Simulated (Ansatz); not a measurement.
# BHO2 (oxoborinic acid): HF/STO-3G

Aim: the electronic atomisation energy of BHO2 (oxoborinic acid) at HF/STO-3G, from 4 runs. 

The calculation is run with Ansatz 0.2.0.

51 further runs of the same task are left out: 51 set aside as unsound or not needed.

### 1 Starting point

The species is BHO2 (4 atoms), meant as a singlet with charge 0. As SMILES, `O=BO`. The coordinates come from a PBE0-D4/def2-TZVP relaxation.

Bond lengths: O1–B2 1.210 Å, B2–O3 1.322 Å, O3–H4 0.960 Å. Angles: O1–B2–O3 177.5°, B2–O3–H4 117.0°.

### 2 A single-point energy at HF/STO-3G

File run.yaml:

```yaml
crystal:
  periodic: [false, false, false]
  atoms:
    - symbol: O
      position_ang: [-1.555100, 0.523500, 0.428500]
    - symbol: B
      position_ang: [-0.423900, 0.132000, 0.248600]
    - symbol: O
      position_ang: [0.816700, -0.302000, 0.108600]
    - symbol: H
      position_ang: [1.162300, -0.353500, -0.785700]
basis:
  gaussian:
    orbitals: STO-3G
hamiltonian:
  xc: hf
output: {orbitals: {seedname: orbitals}}
accuracy: high
```

Launch:

```sh
$ ansatz run run.yaml --threads 1 --pin off --max-ram 3480MiB --events-out events.jsonl --progress --plain --runs-dir runs
```

The log of the run:

```text
Warning: RAYON_NUM_THREADS=1 ignored (pool sized by the plan → 1); use --threads N
Functional definition: HF
  name "HF"
  exchange = exact_x
  correlation = 0
273 factors; integrals over basis functions are off by at most 3.1e-8 eV
mean field evaluation 1: about -4695.5487 eV, gradient 3.3e1 eV
mean field evaluation 2: about -4695.5886 eV, gradient 3.4e1 eV
mean field evaluation 4: about -4699.4319 eV, gradient 2.5e0 eV
mean field evaluation 8: about -4699.4679 eV, gradient 2.1e-2 eV
mean field -4699.46381050 eV, -172.7021096251 hartree, gradient 1.2e-8 eV, S^2 0.000000; 0 other end points of the search recorded, 0 dependent functions left out
reference -4699.46381050 eV, -172.7021096251 hartree; 11, 11 occupied and 5, 5 virtual orbitals, 273 factors
Total energy: -4699.46381050 eV, -172.7021096251 hartree
```

It took 0.08 s on 1 thread of Arm Neoverse V1, shared host.

### 3 The B atom at the same level

File input.yaml:

```yaml
crystal:
  periodic: [false, false, false]
  atoms:
    - {symbol: B, position_ang: [0.000000, 0.000000, 0.000000]}
basis:
  gaussian:
    orbitals: STO-3G
magnetization:
  spin_polarized: true
  initial_magnetization: 1
hamiltonian:
  xc: hf
accuracy: high
```

Run the same way, it converges to -24.14899 Eh (log not shown).

### 4 The H atom

File run.yaml:

```yaml
basis:
  gaussian:
    orbitals: STO-3G
crystal:
  periodic: [false, false, false]
  atoms:
    - symbol: H
      position_ang: [0.000000, 0.000000, 0.000000]
magnetization:
  spin_polarized: true
  initial_magnetization: 1
hamiltonian:
  xc: hf
accuracy: high
```

Launch:

```sh
$ ansatz run run.yaml --threads 1 --pin off --max-ram 3480MiB --events-out events.jsonl --progress --plain --runs-dir runs
```

The log of the run:

```text
Warning: RAYON_NUM_THREADS=1 ignored (pool sized by the plan → 1); use --threads N
[... 4 set-up lines as earlier in the session ...]
1 factors; integrals over basis functions are off by at most 4.6e-10 eV
mean field evaluation 1: about -12.6963 eV, gradient 0.0e0 eV
mean field evaluation 2: about -12.6963 eV, gradient 0.0e0 eV
mean field -12.69633895 eV, -0.4665818504 hartree, gradient 0.0e0 eV, S^2 0.750000; 0 other end points of the search recorded, 0 dependent functions left out
reference -12.69633895 eV, -0.4665818504 hartree; 1, 0 occupied and 0, 1 virtual orbitals, 1 factors
Total energy: -12.69633895 eV, -0.4665818504 hartree
```

It took 0.04 s on 1 thread of Arm Neoverse V1, shared host.

### 5 The O atom at the same level

File input.yaml:

```yaml
crystal:
  periodic: [false, false, false]
  atoms:
    - {symbol: O, position_ang: [0.000000, 0.000000, 0.000000]}
basis:
  gaussian:
    orbitals: STO-3G
magnetization:
  spin_polarized: true
  initial_magnetization: 2
hamiltonian:
  xc: hf
accuracy: high
```

Launch:

```sh
$ ansatz run input.yaml --threads 1 --pin off --max-ram 3480MiB --events-out events.jsonl --progress --plain --runs-dir runs
```

The log of the run:

```text
Warning: RAYON_NUM_THREADS=1 ignored (pool sized by the plan → 1); use --threads N
[... 4 set-up lines as earlier in the session ...]
15 factors; integrals over basis functions are off by at most 1.1e-9 eV
mean field evaluation 1: about -2008.3132 eV, gradient 1.7e-14 eV
mean field evaluation 2: about -2008.3132 eV, gradient 0.0e0 eV
mean field -2008.31323932 eV, -73.8041502613 hartree, gradient 0.0e0 eV, S^2 2.000000; 2 other end points of the search recorded, 0 dependent functions left out
reference -2008.31323932 eV, -73.8041502613 hartree; 5, 3 occupied and 0, 2 virtual orbitals, 15 factors
Total energy: -2008.31323932 eV, -73.8041502613 hartree
```

Wall time 0.04 s (1 thread of Arm Neoverse V1, shared host).

### 6 What came out

At HF/STO-3G:

| quantity | value |
| --- | --- |
| molecule: total energy | -172.70211 Eh |
| molecule: HOMO energy | -9.76 eV |
| molecule: LUMO energy | 10.45 eV |
| molecule: HOMO–LUMO gap | 20.21 eV |
| B atom: total energy | -24.14899 Eh |
| B atom: ⟨S²⟩ | 0.750 |
| H atom: total energy | -0.46658 Eh |
| H atom: ⟨S²⟩ | 0.750 |
| O atom: total energy | -73.80415 Eh |
| O atom: ⟨S²⟩ | 2.000 |
| electronic atomisation energy | 13.014 eV |

**Reading.** Taking the molecule apart into free atoms costs 13.01 eV (300 kcal/mol), before zero-point energy and without spin-orbit coupling. Hartree–Fock lacks the correlation of the bonding pairs, which as a rule makes this value much too low; in minimal bases other errors can mask that. In a minimal basis such a difference can be off by several eV, whatever the method.
